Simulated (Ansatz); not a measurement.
# HfN: the cost of one run

Program: Ansatz 0.2.0, driven from Python. Level of theory: DFT PBEsol, plane waves, PAW. These are calculated values, not measurements.

**1. The structure**

HfN Fm-3m: Symmetry: Fm-3m, No. 225, cubic system. The conventional cell has a = 4.512 Å, b = 4.512 Å, c = 4.512 Å, α = 90.00°, β = 90.00°, γ = 90.00°. Hf (site symmetry m-3m) is surrounded by 6 N at 2.26 Å. N (site symmetry m-3m) has 6 Hf at 2.26 Å as nearest neighbours.

HfN F-43m: The structure is cubic, space group F-43m (No. 216). The conventional cell has a = 4.910 Å, b = 4.910 Å, c = 4.910 Å, α = 90.00°, β = 90.00°, γ = 90.00°. Hf (site symmetry -43m) is surrounded by 4 N at 2.13 Å. N (site symmetry -43m) has 4 Hf at 2.13 Å as nearest neighbours.

No structure file is read: the coordinates are typed or built in the script.

**2. Script**

hfn.py reads:

```python
"""Pressure at which two phases of HfN cross."""

import logging
import sys
import warnings

import ansatz as az
import numpy as np
from tabulate import tabulate

logging.basicConfig(stream=sys.stdout, format="%(levelname)s:%(name)s:%(message)s")
log = logging.getLogger("run")
log.setLevel(logging.INFO)

SETTINGS = {
    "functional": "pbesol",
    "ecut": 500,
    "kspacing": 0.27,
    "filling": "cold",
    "sigma": 0.1,
}

PHASES = {
    "Fm-3m": (
        [[0.0, 2.256, 2.256], [2.256, 0.0, 2.256], [2.256, 2.256, 0.0]],
        [
            ("Hf", [0.0, 0.0, 0.0]),
            ("N", [0.5, 0.5, 0.5]),
        ],
    ),
    "F-43m": (
        [[0.0, 2.454822, 2.454822], [2.454822, 0.0, 2.454822], [2.454822, 2.454822, 0.0]],
        [
            ("Hf", [0.0, 0.0, 0.0]),
            ("N", [0.75, 0.75, 0.75]),
        ],
    ),
}


def build(vectors, sites):
    crystal = az.Crystal(lattice=az.Lattice.of(vectors))
    for symbol, position in sites:
        crystal = crystal.atom(symbol, position)
    return crystal


def ground_state(name, crystal, pressure=0.0):
    calc = (
        crystal.calculation()
        .functional(SETTINGS["functional"])
        .basis(SETTINGS["ecut"])  # cutoff of the orbital basis
        .kpoints(spacing=SETTINGS["kspacing"])
        .occupations(SETTINGS["filling"], width=SETTINGS["sigma"])  # fractional filling near the Fermi level
    )
    calc = calc.relax(force_tolerance=0.02, max_steps=40, cell=True, pressure=pressure)
    return calc.run(threads=1, backend="cpu")


def volume_per_atom(outcome):
    return abs(np.linalg.det(outcome.lattice.cell_ang)) / len(outcome.lattice.sites)


def main() -> None:
    warnings.simplefilter("ignore", az.DeckWarning)

    phases = {name: build(*cell) for name, cell in PHASES.items()}

    # H = E + PV, with 1 eV per cubic angstrom equal to 160.2 GPa
    pressures = [0, 10, 20, 30]
    enthalpy, volume = {name: [] for name in phases}, {name: [] for name in phases}
    for p in pressures:
        for name, crystal in phases.items():
            o = ground_state(name, crystal, pressure=p)
            volume[name].append(volume_per_atom(o))
            enthalpy[name].append(o.report["energy_sigma0_ev"] / len(o.lattice.sites) + p * volume[name][-1] / 160.21766)
    gap = np.array(enthalpy["F-43m"]) - np.array(enthalpy["Fm-3m"])
    rows = [(p, va, vb, 1000 * d) for p, va, vb, d in zip(pressures, volume["Fm-3m"], volume["F-43m"], gap)]
    print(tabulate(rows, headers=["P (GPa)", "V Fm-3m (A^3/atom)", "V F-43m (A^3/atom)", "H(F-43m) - H(Fm-3m) (meV/atom)"], floatfmt=".4f", tablefmt="github"))
    crossings = [p0 - g0 * (p1 - p0) / (g1 - g0) for p0, p1, g0, g1 in zip(pressures, pressures[1:], gap, gap[1:]) if g0 * g1 < 0]
    print("crossing near", [round(float(p), 1) for p in crossings], "GPa") if crossings else print("no crossing in this range")


if __name__ == "__main__":
    main()
```

**3. The calls as engine input**

The package turns the script's settings into the engine's input (first run):

```yaml
crystal:
  lattice:
    - [0.0, 2.256, 2.256]
    - [2.256, 0.0, 2.256]
    - [2.256, 2.256, 0.0]
  atoms:
    - { symbol: Hf, position: [0.0, 0.0, 0.0] }
    - { symbol: "N", position: [0.5, 0.5, 0.5] }
basis:
  ecutwfc: 500.0
kpoints:
  mp_grid:
    kspacing: 0.27
hamiltonian:
  xc: pbesol
scf:
  occupations:
    method: cold
    width: 0.1
relax:
  f_tol: 0.02
  max_steps: 40
  cell:
    p_target: 0.0
```

**4. Running it**

Run with:

```
$ python hfn.py
```

**Question.** How long does this script take on 1 thread of Arm Neoverse V2, shared host, and how much memory does it need?

About 62 s, with a peak of 0.42 GiB.
